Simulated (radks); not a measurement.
# Ti in [Ar] 4s2 4p2: an all-electron calculation

Wanted: eigenvalues, radial structure and energy terms of neutral titanium.

Program: radks (a radial shooting solver on a logarithmic mesh, Libxc functionals) version 1. Level of theory: non-relativistic Kohn-Sham, XLYP, spin-polarised, spherical densities, point nucleus; open shells are filled with parallel spins first. These are calculated values, not measurements, unless marked.

**1. What is computed**

* element: titanium (Z = 22)
* charge: 0
* electrons: 22
* configuration: [Ar] 4s2 4p2

The outer shells:

Ti
```
[Ar] core
4s [↑↓]
4p [↑ ][↑ ][  ]
```

**2. The run**

Settings of this run:

```text
Z 22
configuration [Ar] 4s2 4p2 3d0 5s0
relativity non-relativistic
functional xlyp
spin polarised
nucleus point
```

Command:

```
$ python run_ks.py task.json out
```

The same process makes all the runs of this session.

Q: Predict the outcome of this run.

**Answer**, as computed:

| quantity | value |
| --- | --- |
| total energy | -849.02292 hartree |
| exchange-correlation share of it | 4.90 % |
| −T/E | 0.9992 |
| highest occupied level | 4p up, -3.717 eV |
| most extended occupied level | 4p up, <r> = 3.63 bohr |
| radius at density 0.001 e/bohr³ | 5.13 bohr |
| maxima of the radial density | 4 |

What this shows: 4 principal shells are occupied and 4 maxima appear in the radial density. −T/E = 0.9992, near the virial value of 1. This is not the tabulated ground configuration, so its levels and sizes aren't those of the ground state, and no measured value stands beside it.
